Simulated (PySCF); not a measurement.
# BeFH2Li, a complex of two parts: interaction energy

An exercise on one series of results from a longer session: the logs are not shown, and one member is left open.

Programs: PySCF 2.14.0. All values are calculated, for the isolated system unless a continuum is named. Atoms count from 0, parts from 1.

## The system as given

5 atoms, charge 0, multiplicity 1; geometry: GFN2-xTB. Parts: 1 = atoms 0–2, `[BeH2]`, charge 0; 2 = atoms 3–4, `[Li][F]`, charge 0.

The first run:

The job: settings as JSON, then the geometry in Å.

```
{"job": {"xc": "PBE0", "basis": "def2-SVPD", "d3": "d3bj", "grid": 2, "kind": "geom", "shake": 0.01}, "charge": 0, "multiplicity": 1, "parts": [{"atoms": "0-2", "charge": 0, "multiplicity": 1}, {"atoms": "3-4", "charge": 0, "multiplicity": 1}]}
Be    -0.096266     0.180215    -0.463351
H      0.912203     0.727518     0.109132
H     -1.134846    -0.771054    -0.159904
Li    -1.793231    -0.500541    -1.732466
F     -0.605032     0.602972    -1.966247
```

The run is started by

```console
> OMP_NUM_THREADS=1 python cluster_run.py task.json out
```

This one command runs all jobs of the session in turn.

Steps of the session up to this table: Optimising the geometry at PBE0-D3(BJ)/def2-SVPD; Coupled-cluster interaction energy: CCSD(T) and MP2.

One table of the session follows, with a row left open; its other results are not shown here.

It belongs to the step «Coupled-cluster interaction energy: CCSD(T) and MP2». 

```
                 method  interaction energy (kcal/mol)
         HF/aug-cc-pVDZ                         -66.29
        MP2/aug-cc-pVDZ                         -63.88
       CCSD/aug-cc-pVDZ                         -64.42
    CCSD(T)/aug-cc-pVDZ                         -64.27
         HF/aug-cc-pVTZ                         -68.75
        MP2/aug-cc-pVTZ                         -67.73
    SCS-MP2/aug-cc-pVTZ                              ?
      MP2, extrapolated                         -68.31
CCSD(T), limit estimate                         -68.70
```

Estimate the missing values for SCS-MP2/aug-cc-pVTZ.

As computed: interaction energy (kcal/mol): -66.85. In the column «interaction energy (kcal/mol)» it lies between MP2/aug-cc-pVTZ (-67.73) and HF/aug-cc-pVDZ (-66.29).

In this run the core of Be, Li (1s) is correlated, in a basis without core functions; only the other cores are frozen.

Caveats from the session: The interaction energy leaves out the deformation of the parts, 17.53 kcal/mol at MP2. So large a deformation means that a part is far from its own minimum, so a sum across the two methods would be rough.
